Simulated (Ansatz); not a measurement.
Runs of Ansatz 0.2.0 on CrN2. It takes space group Pnnm (No. 58, orthorhombic). The conventional cell has a = 3.902 Å, b = 4.810 Å, c = 2.784 Å, α = 90.00°, β = 90.00°, γ = 90.00°. Cr (site symmetry 2/m) has 6 N at 2.04 to 2.05 Å as nearest neighbours. Around N (site symmetry m) lie 1 N at 1.35 Å. The cell comes from a database or a generator and needn't be the stable form of this composition.

```tsv
spin	k mesh	gap on the mesh (eV)	pressure (GPa)	moment (μB)	largest force (eV/Å)
collinear, ferromagnetic start	7 × 6 × 10	none	-10.1	4.23	0.06
collinear, random start	7 × 6 × 10	none	-10.1	4.23	0.06
non-collinear, random start	5 × 4 × 7	none	(a)	4.22	0.08
off	7 × 6 × 10	none	-17.8	-	0.15
```

Alike in all rows: task single point; level PBEsol; potentials or basis Ansatz PAW; cell as given; cutoff (eV) 420; smearing fermi-dirac 0.05 eV.

**Question.** Fill in the values left out.

**Answer.** (a) -10.0.

Caveats: the PAW data sets come from PBE, with cores solved anew for the run's functional, which leaves a small shift of forces and pressure; the starting moments weren't kept (some runs).

A gap of «none» marks a metal or a gap under the smearing width.
